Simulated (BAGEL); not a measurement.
**HF/3-21G (density fitting with qzvpp-jkfit) run of ZnAlH2OF (SMILES [OH][AlH][Zn][F])**

What is the vertical electron affinity of ZnAlH2OF at HF/3-21G (density fitting with qzvpp-jkfit)? 

The results are computed with BAGEL 1.2.2.

6 further runs of the same task are left out: 1 for a known fault of the program, 5 that didn't finish.

### 1 Starting point

The species is ZnAlH2OF (6 atoms), meant as a singlet with charge 0. SMILES: `[OH][AlH][Zn][F]`. Geometry: a GFN2-xTB relaxation, a rough one for these elements and not checked as a minimum. This is one conformer, not always the lowest.

Bond lengths: O1–Al2 1.632 Å, Al2–Zn3 2.430 Å, Zn3–F4 1.762 Å, O1–H5 0.950 Å, Al2–H6 1.546 Å. Angles: O1–Al2–Zn3 119.7°, Al2–Zn3–F4 124.9°, O1–Al2–H6 123.9°, Zn3–Al2–H6 116.3°, Al2–O1–H5 177.6°.

### 2 A single-point energy at HF/3-21G (density fitting with qzvpp-jkfit)

hf.json

```json
{ "bagel": [

{
  "title": "molecule",
  "basis": "3-21g",
  "df_basis": "qzvpp-jkfit",
  "angstrom": "true",
  "geometry": [
    { "atom": "O", "xyz": [      -1.143250,       1.380750,      -0.410980 ] },
    { "atom": "Al", "xyz": [       0.090120,       0.489090,       0.179600 ] },
    { "atom": "Zn", "xyz": [       0.139390,      -1.908190,      -0.212450 ] },
    { "atom": "F", "xyz": [       1.479350,      -2.972520,       0.208380 ] },
    { "atom": "H", "xyz": [      -1.844030,       1.931990,      -0.737510 ] },
    { "atom": "H", "xyz": [       1.278420,       1.078880,       0.972950 ] }
  ]
},

{
  "title": "hf"
},

{
  "title": "print",
  "file": "orbitals.molden",
  "orbitals": "true"
}

]}
```

The run is started by

```bash
$ BAGEL_NUM_THREADS=1 BAGEL hf.json > hf.out
```

Standard output:

```text
* using 1 threads per process

  ===============================================================
  ===============================================================

  *** Geometry ***

  { "atom" : "O", "xyz" : [     -2.160429,      2.609239,     -0.776640 ] },
  { "atom" : "Al", "xyz" : [      0.170302,      0.924246,      0.339395 ] },
  { "atom" : "Zn", "xyz" : [      0.263409,     -3.605956,     -0.401472 ] },
  { "atom" : "F", "xyz" : [      2.795566,     -5.617249,      0.393781 ] },
  { "atom" : "H", "xyz" : [     -3.484712,      3.650932,     -1.393692 ] },
  { "atom" : "H", "xyz" : [      2.415864,      2.038788,      1.838609 ] },

  Number of auxiliary basis functions:      582

  Since a DF basis is specified, we compute 2- and 3-index integrals:
    o Being stored without compression. Storage requirement is 0.018 GB

  Number of basis functions:       62
  Number of electrons      :       62

    * METHOD: MOLECULE                             0.25

  *** RHF ***

  === Nuclear Repulsion ===
   283.1701989793

      * DIIS with orbital gradients will be used.

  === RHF iteration (3-21g) ===
      0      -2183.89136903          0.02913896           0.09
      1      -2184.04824107          0.02053646           0.08
      2      -2184.15337902          0.00135931           0.08
      3      -2184.15487393          0.00055765           0.08
      4      -2184.15502205          0.00016611           0.08
      5      -2184.15505180          0.00004893           0.08
      6      -2184.15505538          0.00001111           0.08
      7      -2184.15505553          0.00000310           0.08
      8      -2184.15505554          0.00000141           0.08
      9      -2184.15505554          0.00000027           0.08
     10      -2184.15505554          0.00000011           0.08
     11      -2184.15505554          0.00000003           0.08
     12      -2184.15505554          0.00000001           0.08
    * SCF iteration converged.

    * Permanent dipole moment:
           (    1.602896,    -0.749515,     0.649327) a.u.

    * METHOD: HF                                   1.30

    * METHOD: PRINT                                0.01

  ===============================================================
```

Run time: 1.7 s. Hardware: 1 thread of Arm Neoverse V2, shared host; peak memory 0.11 GiB.

### 3 The doublet anion at the same level

job.json

```json
{ "bagel" : [

{
  "title" : "molecule",
  "basis" : "3-21g",
  "df_basis" : "qzvpp-jkfit",
  "angstrom" : true,
  "geometry" : [
    { "atom" : "O", "xyz" : [   -1.143250,    1.380750,   -0.410980 ] },
    { "atom" : "Al", "xyz" : [    0.090120,    0.489090,    0.179600 ] },
    { "atom" : "Zn", "xyz" : [    0.139390,   -1.908190,   -0.212450 ] },
    { "atom" : "F", "xyz" : [    1.479350,   -2.972520,    0.208380 ] },
    { "atom" : "H", "xyz" : [   -1.844030,    1.931990,   -0.737510 ] },
    { "atom" : "H", "xyz" : [    1.278420,    1.078880,    0.972950 ] }
  ]
},
{ "title" : "uhf", "charge" : -1, "nopen" : 1 },
{ "title" : "print", "file" : "orbitals.molden", "orbitals" : true }

]}
```

The run is started by

```bash
$ BAGEL_NUM_THREADS=1 BAGEL job.json > job.out
```

Standard output:

```text
* using 1 threads per process

  ===============================================================
  ===============================================================

  *** Geometry ***

  { "atom" : "O", "xyz" : [     -2.160429,      2.609239,     -0.776640 ] },
  { "atom" : "Al", "xyz" : [      0.170302,      0.924246,      0.339395 ] },
  { "atom" : "Zn", "xyz" : [      0.263409,     -3.605956,     -0.401472 ] },
  { "atom" : "F", "xyz" : [      2.795566,     -5.617249,      0.393781 ] },
  { "atom" : "H", "xyz" : [     -3.484712,      3.650932,     -1.393692 ] },
  { "atom" : "H", "xyz" : [      2.415864,      2.038788,      1.838609 ] },

  Number of auxiliary basis functions:      582

  Since a DF basis is specified, we compute 2- and 3-index integrals:
    o Being stored without compression. Storage requirement is 0.018 GB

  Number of basis functions:       62
  Number of electrons      :       62

    * METHOD: MOLECULE                             0.26

  *** Open-shell HF ***

  === Nuclear Repulsion ===
   283.1701989793

      * DIIS with orbital gradients will be used.

  === UHF iteration (3-21g) ===
      0      -2183.81893828          0.05835453           0.18
      1      -2184.00165821          0.04154045           0.18
      2      -2184.08085368          0.02653992           0.18
      3      -2184.12800141          0.00184748           0.18
      4      -2184.13147530          0.00083108           0.18
      5      -2184.13240615          0.00039610           0.18
      6      -2184.13260996          0.00014384           0.18
      7      -2184.13267677          0.00004971           0.17
      8      -2184.13268801          0.00003913           0.18
      9      -2184.13269253          0.00003728           0.18
     10      -2184.13269700          0.00003710           0.18
     11      -2184.13269916          0.00003708           0.18
     12      -2184.13270382          0.00003685           0.18
     13      -2184.13272450          0.00003478           0.18
     14      -2184.13276712          0.00002904           0.18
     15      -2184.13276803          0.00002267           0.18
     16      -2184.13277355          0.00001858           0.18
     17      -2184.13277456          0.00000709           0.18
     18      -2184.13277544          0.00000656           0.18
     19      -2184.13277542          0.00000272           0.17
     20      -2184.13277552          0.00000164           0.18
     21      -2184.13277554          0.00000121           0.18
     22      -2184.13277557          0.00000086           0.18
     23      -2184.13277559          0.00000082           0.17
     24      -2184.13277559          0.00000083           0.18
     25      -2184.13277559          0.00000083           0.18
     26      -2184.13277559          0.00000083           0.18
     27      -2184.13277559          0.00000085           0.18
     28      -2184.13277559          0.00000080           0.18
     29      -2184.13277561          0.00000068           0.18
     30      -2184.13277564          0.00000047           0.18
     31      -2184.13277564          0.00000033           0.18
     32      -2184.13277564          0.00000024           0.18
     33      -2184.13277564          0.00000015           0.18
     34      -2184.13277564          0.00000010           0.17
     35      -2184.13277564          0.00000006           0.18
     36      -2184.13277564          0.00000004           0.18
     37      -2184.13277564          0.00000004           0.18
     38      -2184.13277564          0.00000004           0.18
     39      -2184.13277564          0.00000004           0.18
     40      -2184.13277564          0.00000004           0.18
     41      -2184.13277564          0.00000004           0.18
     42      -2184.13277564          0.00000004           0.18
     43      -2184.13277564          0.00000003           0.18
     44      -2184.13277564          0.00000002           0.18
     45      -2184.13277564          0.00000001           0.18
     46      -2184.13277564          0.00000001           0.18
    * SCF iteration converged.

    * S^2 (UHF) is 0.7704

    * Permanent dipole moment:
           (    0.405818,    -2.084932,     0.316375) a.u.

    * METHOD: UHF                                  8.54

    * METHOD: PRINT                                0.01

  ===============================================================
```

It took 9 s on 1 thread of Arm Neoverse V2, shared host; peak memory 0.11 GiB.

### 4 Summary of results

At HF/3-21G (density fitting with qzvpp-jkfit):

```
                                         quantity           value
                   singlet ZnAlH2OF: total energy  -2184.15506 Eh
                  singlet ZnAlH2OF: dipole moment          4.79 D
                    singlet ZnAlH2OF: HOMO energy        -8.69 eV
                    singlet ZnAlH2OF: LUMO energy         0.89 eV
                  singlet ZnAlH2OF: HOMO–LUMO gap         9.58 eV
                      doublet anion: total energy  -2184.13278 Eh
                              doublet anion: ⟨S²⟩           0.770
vertical electron affinity (to the doublet anion)       -0.606 eV
```

The anion lies 0.61 eV (58.5 kJ/mol) above the neutral: the electron isn't bound at this level, and such a value depends on the basis. Without diffuse functions anions come out too high. Hartree–Fock misses the correlation that binds many anions.
